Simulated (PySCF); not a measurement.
The system is F3SiH, in a box.

```
F Si H
1.0
    12.00000    0.00000    0.00000
     0.00000   12.00000    0.00000
     0.00000    0.00000   12.00000
F Si H
3 1 1
Direct
  0.42659 0.49467 0.59823
  0.41605 0.60853 0.41637
  0.42119 0.39299 0.40636
  0.46952 0.50228 0.47252
  0.58576 0.50432 0.46710
```

The cell isn't the ideal one: atoms moved at random, drawn with an rms of 0.05 Å.

Base run:

* Program: PySCF 2.14.0
* Functional: rSCAN
* Potentials or basis: pob-tzvp-rev2 (all-electron)
* k mesh: 1 × 1 × 1
* Occupations: fixed
* Spin: no spin polarisation

Its results: gap between the frontier levels 11.25 eV.

Q: After a change of settings the same cell gave: gap between the frontier levels 10.63 eV. Which change was it?
A. functional from rSCAN to B97-D; dispersion from none to D3
B. functional from rSCAN to B3LYP; dispersion from none to D4
C. functional from rSCAN to SVWN5

A: A.

Caveats: this is a molecule in a periodic box at the Γ point, so its band gap is the HOMO-LUMO gap; the basis of atomic orbitals isn't converged, which shifts pressures, moduli and gaps.

Runs at the PBE level aren't shown here.
